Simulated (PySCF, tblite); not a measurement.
**C₆H₉BFP: geometry, infrared bands and NMR shifts**

What infrared bands and NMR shifts should C₆H₉BFP (`[BH3-][PH2+]c1ccc(F)cc1`) show?

Programs: tblite 0.8.0 and PySCF 2.14.0, with density-fitted response routines of our own. Each step states its level of theory. These are calculated values for one molecule in the gas phase, unless marked as measured. Atoms are numbered from 0 throughout.

**1. Starting geometry**

18 atoms, charge 0, multiplicity 1; geometry from: force field or distance geometry start.

Bonds of the start (Å): B0–P1 1.89, P1–C2 1.81, C2–C3 1.41, C3–C4 1.40, C4–C5 1.39, C5–F6 1.36, C5–C7 1.39, C7–C8 1.40, C8–C2 1.40, B0–H9 1.19, B0–H10 1.19, B0–H11 1.20, P1–H12 1.39, P1–H13 1.41, C3–H14 1.08, C4–H15 1.08, C7–H16 1.08, C8–H17 1.09.

**2. Optimising the geometry with GFN2-xTB**

Job settings and geometry (Å):

```
{"job": {"kind": "relax", "xc": "GFN2-xTB", "basis": "xTB"}, "charge": 0, "multiplicity": 1}
B     -2.689100     0.099300     1.007300
P     -1.807900    -0.040100    -0.663100
C     -0.025400    -0.039300    -0.371400
C      0.663700     1.185600    -0.347700
C      2.039300     1.185100    -0.081200
C      2.714200    -0.016100     0.133600
F      4.053500    -0.002700     0.376600
C      2.026900    -1.222300     0.118200
C      0.649600    -1.241100    -0.135300
H     -2.401400    -0.819200     1.706500
H     -2.384400     1.118400     1.537700
H     -3.878400     0.093400     0.828400
H     -2.166600     1.042300    -1.464900
H     -2.176000    -1.246700    -1.285700
H      0.142700     2.122900    -0.502700
H      2.576200     2.126600    -0.053700
H      2.544900    -2.154200     0.296800
H      0.109500    -2.185400    -0.144400
```

Started as:

```bash
$ OMP_NUM_THREADS=1 python probes_run.py task.json out
```

The driver reads the jobs from task.json and runs them one after another.

**Question.** This job is followed by: GFN2-xTB harmonic vibrations, gas phase; GIAO PBE0/pcSseg-1 NMR shielding, non-relativistic, gas phase. What will the session give for the following? strongest single infrared mode (GFN2-xTB); zero-point energy (GFN2-xTB); 13C shifts against TMS (PBE0/pcSseg-1, means over atoms taken as alike); 1H shifts against TMS (PBE0/pcSseg-1, means over atoms taken as alike); 11B shifts against BF3·OEt2 (PBE0/pcSseg-1); 31P shifts against H3PO4 (PBE0/pcSseg-1); 19F shifts against CFCl3 (PBE0/pcSseg-1).

The runs gave:

| quantity | value |
| --- | --- |
| strongest single infrared mode (GFN2-xTB) | 1061 cm⁻¹, 228 km/mol |
| zero-point energy (GFN2-xTB) | 79.8 kcal/mol |
| 13C shifts against TMS (PBE0/pcSseg-1, means over atoms taken as alike) | 174.7, 140.0, 127.9, 122.4 ppm |
| 1H shifts against TMS (PBE0/pcSseg-1, means over atoms taken as alike) | 7.75, 7.44, 5.28, 0.99 ppm |
| 11B shifts against BF3·OEt2 (PBE0/pcSseg-1) | -49.8 ppm |
| 31P shifts against H3PO4 (PBE0/pcSseg-1) | -69.9 ppm |
| 19F shifts against CFCl3 (PBE0/pcSseg-1) | -109.4 ppm |

**Reading.** Over 58 steps the energy fell by 0.400 eV; of the close pairs, C3–C4 changed most, 1.401 to 1.382 Å. No mode is imaginary among the 48: a minimum at this level. The strongest single mode, at 1061 cm⁻¹, has its largest shares on H11, H10, H9 and H12 (the list is cut at 4 atoms). Unscaled tight-binding wavenumbers are off by several per cent, some by more. Its intensities can rank the bands wrongly. At PBE0/pcSseg-1: The largest span, 230 ppm, is at C3, C8, where the paramagnetic term is -208 ppm. NICS(1)zz of -27 ppm above the planar ring from C2 marks a diatropic (aromatic) ring current.
